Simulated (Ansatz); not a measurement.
# AlPF₆: up Jacob's ladder to CCSD(T)

How much do the methods differ for AlPF₆? The plan is to run it at one geometry with functionals of several rungs and with coupled cluster, and see how far each lands from CCSD(T) at the basis-set limit for the atomisation energy.

Computed with Ansatz 0.2.0, Gaussian basis. Level: functionals in def2-TZVPP, the program's frozen cores in correlated methods.

Plan: LDA (SPW92), PBE-D4, revPBE-D4, BLYP-D4, r2SCAN-D4, B97M-V, PBE0-D4, B3LYP-D4, r2SCANh-D4, r2SCAN0-D4, HSE06-D4, BHLYP-D4, CAM-B3LYP-D4, LC-ωPBE, ωB97X-V, ωB97M-V, B2PLYP, PBE-QIDH; CCSD(T)/def2-SVP; CCSD(T)/def2-TZVPP; MP2/def2-QZVPP; extrapolation to the limit; RPA on PBE.

### Step 1. Structure used throughout

All runs share one geometry, relaxed beforehand with PBE0-D4 in a triple-zeta def2 set.

SMILES `[F][Al-]([F])([F])[P+](F)(F)F`, 8 atoms, charge 0, spin multiplicity 1.

Atoms are counted from 1 here; the program's logs count them from 0.

Bond lengths: F1–Al2 1.645 Å, Al2–F3 1.645 Å, Al2–F4 1.645 Å, Al2–P5 2.537 Å, P5–F6 1.541 Å, P5–F7 1.541 Å, P5–F8 1.541 Å. Angles: F1–Al2–F3 118.8°, F1–Al2–F4 118.7°, F1–Al2–P5 96.5°, F3–Al2–F4 118.7°, F3–Al2–P5 96.5°, F4–Al2–P5 96.4°, Al2–P5–F6 117.2°, Al2–P5–F7 117.2°, Al2–P5–F8 117.2°, F6–P5–F7 100.8°, F6–P5–F8 100.8°, F7–P5–F8 100.8°.

### Step 2. LDA

This LDA is Slater exchange with PW92 correlation.

in.yaml reads:

```yaml
crystal:
  periodic: [false, false, false]
  atoms:
    - {symbol: F, position_ang: [-0.091803, -1.818215, 1.441054]}
    - {symbol: Al, position_ang: [0.852180, -1.158821, 0.266342]}
    - {symbol: F, position_ang: [2.188908, -0.308823, 0.709648]}
    - {symbol: F, position_ang: [0.783436, -1.790253, -1.251064]}
    - {symbol: P, position_ang: [-0.625453, 0.850640, -0.195090]}
    - {symbol: F, position_ang: [-0.895599, 1.811749, 0.979096]}
    - {symbol: F, position_ang: [-0.148540, 1.841938, -1.274564]}
    - {symbol: F, position_ang: [-2.063128, 0.571787, -0.675400]}
basis:
  gaussian: {orbitals: def2-TZVPP}
hamiltonian: {xc: lda}
output: {orbitals: {seedname: orbitals}}
```

On the command line:

```bash
$ ansatz run in.yaml --threads 4 --pin off --events-out ev --progress --plain --max-ram 11315MiB
```

The runs that follow: PBE-D4 (GGA); revPBE-D4 (GGA); BLYP-D4 (GGA); r2SCAN-D4 (meta-GGA); B97M-V (meta-GGA); PBE0-D4 (hybrid); B3LYP-D4 (hybrid); r2SCANh-D4 (hybrid); r2SCAN0-D4 (hybrid); HSE06-D4 (hybrid); BHLYP-D4 (hybrid); CAM-B3LYP-D4 (range-separated); LC-ωPBE (range-separated); ωB97X-V (range-separated); ωB97M-V (range-separated); B2PLYP (double hybrid); PBE-QIDH (double hybrid); CCSD(T) in def2-SVP; CCSD(T) in def2-TZVPP; MP2 in def2-QZVPP; RPA on PBE orbitals.

**Question.** What will the summary of the whole plan be? Wanted: atomisation energy, CCSD(T)/CBS; farthest beyond LDA; mean size of error, GGA; mean size of error, meta-GGA; mean size of error, hybrid; mean size of error, range-separated; mean size of error, double hybrid; gap, smallest and largest; T1 diagnostic.

The runs gave:

| quantity | value |
| --- | --- |
| atomisation energy, CCSD(T)/CBS | 34.899 eV |
| functionals within 0.174 eV (0.5 %) | CAM-B3LYP-D4, ωB97X-V, ωB97M-V |
| farthest beyond LDA | BHLYP-D4 (-2.463 eV) |
| mean size of error, GGA | 0.529 eV |
| mean size of error, meta-GGA | 0.236 eV |
| mean size of error, hybrid | 1.232 eV |
| mean size of error, range-separated | 0.181 eV |
| mean size of error, double hybrid | 0.833 eV |
| gap, smallest and largest | 6.56 eV (LDA (SPW92)), 14.41 eV (LC-ωPBE) |
| T1 diagnostic | 0.0133 |
| triples share of the correlation energy | 2.9 % |

What this shows: The LDA atomisation energy is off by 5.834 eV (17 %): it overbinds. PBE-D4 is off by +0.440 eV. Double hybrids carry the basis error of their MP2 part in triple zeta, and no dispersion term here, so their miss is partly the set-up's. Taken by rung, range-separated functionals do best (0.181 eV on average) and hybrid ones worst beyond LDA (1.232 eV). The gap between the best rungs is small, so their order is not settled. The mean of the hybrids holds BHLYP, with half exact exchange. RPA and LDA stand outside this count. Misses under about 0.174 eV are within the doubt on the reference itself, which lacks core-valence correlation, relativity and higher excitations. Hartree-Fock recovers 70 % of the binding; the rest is correlation. CCSD(T) in def2-SVP is off by -4.015 eV, so the small basis spoils what the method gains. The gap grows from 6.6 to 14.4 eV across the functionals, mostly with the share of exact exchange.
